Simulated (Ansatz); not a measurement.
# F3H2HfN: a dynamics run in two tries

Aim: a short trajectory for this system.

Method: RKS B3LYP/def2-SVP, in Ansatz 0.2.0.

## Step 1: The system as given

Bond lengths: Hf1–F2 1.925 Å, Hf1–F3 1.922 Å, Hf1–N4 2.029 Å, N4–H5 1.020 Å, N4–H6 1.020 Å, Hf1–F7 1.921 Å. Angles: F2–Hf1–F3 107.9°, F2–Hf1–N4 109.6°, F2–Hf1–F7 109.4°, F3–Hf1–N4 107.6°, F3–Hf1–F7 115.2°, N4–Hf1–F7 107.1°, Hf1–N4–H5 125.8°, Hf1–N4–H6 126.0°, H5–N4–H6 108.1°.

Structure file:

```xyz
7

Hf   -0.0133    0.0182   -0.0270
F    -0.0049    0.0274    1.8977
F     1.8102    0.1103   -0.6259
N    -0.9669    1.6739   -0.7101
H    -1.9510    1.7299   -0.9735
H    -0.5586    2.6038   -0.8067
F    -1.0033   -1.5035   -0.6540
```

## Step 2: The run

Input file input.yaml:

```yaml
crystal:
  periodic: [false, false, false]
  atoms:
    - { symbol: Hf, position_ang: [-0.013295, 0.018234, -0.027023] }
    - { symbol: F, position_ang: [-0.004899, 0.027445, 1.897747] }
    - { symbol: F, position_ang: [1.810192, 0.110276, -0.625906] }
    - { symbol: "N", position_ang: [-0.966926, 1.673855, -0.710119] }
    - { symbol: H, position_ang: [-1.95098, 1.729913, -0.973536] }
    - { symbol: H, position_ang: [-0.558614, 2.603807, -0.806746] }
    - { symbol: F, position_ang: [-1.003277, -1.503529, -0.654018] }
basis:
  gaussian: { orbitals: def2-SVP }
hamiltonian:
  xc: b3lyp
md:
  timestep: 0.5
  n_steps: 25
  ensemble: nvt_langevin
  temperature: 30000.0
  initial_velocities: maxwell_boltzmann
  seed: 546600
  friction: 0.05
```

The run is started by

```sh
$ ansatz run input.yaml --threads 2 --pin off --max-ram 3072MiB --backend cpu --events-out ev --progress --plain --runs-dir out
```

What does the calculation give? Wanted: first try.

The runs gave:

| quantity | value |
| --- | --- |
| first try | converged; not a sound result |
| cause | the temperature is tens of thousands of kelvin, several eV an atom, which tears any bond |

What this shows: The program did not catch the first fault at the input check, so it cost a run.
